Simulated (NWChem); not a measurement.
# triplet BrCl: levels of theory compared

Wanted: a comparison of 3 runs (UPBE/def2-TZVPPD, UPBE0/def2-TZVPPD, UTPSS/def2-TZVPPD) of triplet BrCl. 

The calculation is run with NWChem 7.3.0.

## 1. Starting point

BrCl has 2 atoms, charge 0, and is taken as a triplet. As SMILES of the parent species, `ClBr`. The bond length is the one measured for the parent species. That shape belongs to the parent species and isn't relaxed for this state.

Bond lengths: Cl1–Br2 2.136 Å.

## 2. A single-point energy at UPBE/def2-TZVPPD (run 1)

Input file work.nw:

```
START work
memory total 2200 mb
GEOMETRY units angstroms noautosym nocenter noautoz
  Cl       0.000000       0.000000       0.000000
  Br       0.000000       0.000000       2.136065
END
BASIS "ao basis" spherical bse
  * library def2-TZVPPD
END
DFT
  xc xpbe96 cpbe96
  mult 3
  grid fine
  convergence energy 1e-08
  iterations 100
  mulliken
  print low
END
TASK dft
```

Run with:

```bash
$ nwchem work.nw > work.out
```

Standard output:

```text
[...]
 d= 0,ls=0.0,diis     1  -3033.6564860898 -3.18D+03  3.42D-03  3.17D-01     3.1
[...]
 d= 0,ls=0.5,diis    34  -3033.6915771800 -8.40D-09  9.09D-09  1.57D-08    68.0
[...]
         Total DFT energy =    -3033.691577186044
      One electron energy =    -4509.946428868370
           Coulomb energy =     1447.822722854228
    Exchange-Corr. energy =     -118.969969495137
 Nuclear repulsion energy =      147.402098323235
[...]
      Total Density - Mulliken Population Analysis
     ---------------------------------------------
    Atom       Charge   Shell Charges
 -----------   ------   -------------------------------------------------------
    1 Cl  17    17.07   2.01  0.43  1.52  1.19  0.82  0.01  4.19  1.66  1.11  2.73  1.26  0.04  0.00  0.02  0.07  0.01  0.00
    2 Br  35    34.93   2.00  2.01  1.16  0.78  1.12  0.94  0.03  6.00  5.92  1.31  2.55  0.98  0.02  8.94  1.02  0.07  0.10  0.00  0.01
[...]
      <S2> =      2.0026 (Exact =     2.0000)
[...]
```

Run time: 71 s. Hardware: 1 thread of Intel Xeon 6975P-C (Granite Rapids), shared host; peak memory 0.11 GiB.

## 3. The energy at UPBE0/def2-TZVPPD (run 2)

Input file run.nw:

```
echo
start run
memory total 2200 mb
charge 0

geometry units angstroms noautosym nocenter noautoz
Cl       0.000000       0.000000       0.000000
Br       0.000000       0.000000       2.136065
end

basis spherical bse
* library def2-TZVPPD
end

dft
xc pbe0
mult 3
grid fine
convergence energy 1e-08
maxiter 100
mulliken
noprint "final vectors analysis"
end

task dft energy
```

Run with:

```bash
$ nwchem run.nw > run.out
```

Standard output:

```text
[...]
          Wavefunction type:  spin polarized.
          No. of atoms     :     2
          No. of electrons :    52
[...]
          Charge           :     0
          Spin multiplicity:     3
[...]
          AO basis - number of functions:   108
[...]
              XC Information
              --------------
                         PBE0 Method XC Functional
                     Hartree-Fock (Exact) Exchange  0.250
          PerdewBurkeErnzerhof Exchange Functional  0.750
            Perdew 1991 LDA Correlation Functional  1.000 local
           PerdewBurkeErnz. Correlation Functional  1.000 non-local
[...]
 d= 0,ls=0.0,diis     1  -3033.7810790820 -3.18D+03  2.83D-03  1.86D-01     3.3
[...]
 d= 0,ls=0.0,diis    10  -3033.8081139028 -8.93D-09  4.38D-07  2.38D-09    20.9
[...]
         Total DFT energy =    -3033.808113902824
      One electron energy =    -4510.442449926409
           Coulomb energy =     1448.362864563797
    Exchange-Corr. energy =     -119.130626863448
 Nuclear repulsion energy =      147.402098323235
[...]
      Total Density - Mulliken Population Analysis
     ---------------------------------------------
    Atom       Charge   Shell Charges
 -----------   ------   -------------------------------------------------------
    1 Cl  17    17.09   2.01  0.44  1.52  1.17  0.84  0.00  4.19  1.67  1.09  2.76  1.28  0.03  0.00  0.01  0.06  0.01  0.00
    2 Br  35    34.91   2.00  2.01  1.16  0.77  1.10  0.96  0.02  6.00  5.92  1.28  2.60  0.95  0.02  8.96  1.02  0.05  0.10 -0.00  0.01
[...]
      <S2> =      2.0064 (Exact =     2.0000)
[...]
```

It took 22 s on 1 thread of Intel Xeon 6975P-C (Granite Rapids), shared host; peak memory 0.11 GiB.

## 4. A single-point energy at UTPSS/def2-TZVPPD (run 3)

Input file struct.nw:

```
start struct
memory total 2200 mb

geometry units angstrom noautosym nocenter noautoz
 Cl    0.000000    0.000000    0.000000
 Br    0.000000    0.000000    2.136065
end

basis spherical bse
 * library def2-TZVPPD
end

dft
 xc xtpss03 ctpss03
 mult 3
 grid fine
 convergence energy 1e-08
 maxiter 100
 mulliken
 noprint "final vectors analysis"
end

task dft energy
```

Run with:

```bash
$ nwchem struct.nw > struct.out
```

Standard output:

```text
[...]
          Wavefunction type:  spin polarized.
          No. of atoms     :     2
          No. of electrons :    52
[...]
          Charge           :     0
          Spin multiplicity:     3
[...]
          AO basis - number of functions:   108
[...]
              XC Information
              --------------
                  TPSS metaGGA Exchange Functional  1.000
             TPSS03 metaGGA Correlation Functional  1.000
[...]
 d= 0,ls=0.0,diis     1  -3034.1577965783 -3.18D+03  3.03D-03  2.09D-01     3.4
[...]
 d= 0,ls=0.5,diis    34  -3034.1899101868 -7.90D-09  1.59D-08  1.41D-08    78.5
[...]
         Total DFT energy =    -3034.189910192249
      One electron energy =    -4509.963895348749
           Coulomb energy =     1447.847239714098
    Exchange-Corr. energy =     -119.475352880833
 Nuclear repulsion energy =      147.402098323235
[...]
      Total Density - Mulliken Population Analysis
     ---------------------------------------------
    Atom       Charge   Shell Charges
 -----------   ------   -------------------------------------------------------
    1 Cl  17    17.07   2.01  0.44  1.52  1.17  0.85 -0.01  4.18  1.67  1.11  2.75  1.26  0.03  0.00  0.02  0.06  0.01  0.00
    2 Br  35    34.93   2.00  2.01  1.16  0.77  1.10  0.97  0.02  6.00  5.92  1.30  2.59  0.95  0.02  8.94  1.02  0.06  0.10 -0.01  0.01
[...]
      <S2> =      2.0035 (Exact =     2.0000)
[...]
```

It took 81 s on 1 thread of Intel Xeon 6975P-C (Granite Rapids), shared host; peak memory 0.11 GiB.

## 5. The series

| run | level | energy (Eh) | ⟨S²⟩ | wall time |
| --- | --- | --- | --- | --- |
| 1 | UPBE/def2-TZVPPD | -3033.691577 | 2.003 | 71 s |
| 2 | UPBE0/def2-TZVPPD | -3033.808114 | 2.006 | 22 s |
| 3 | UTPSS/def2-TZVPPD | -3034.189910 | 2.003 | 81 s |

## 6. Results

```
            quantity           value
 run 3: total energy  -3034.18991 Eh
run 3: dipole moment          0.37 D
         run 3: ⟨S²⟩           2.003
```

What this shows: Totals of different functionals can't be ranked against each other. All runs together took 2.9 min, the longest 81 s.
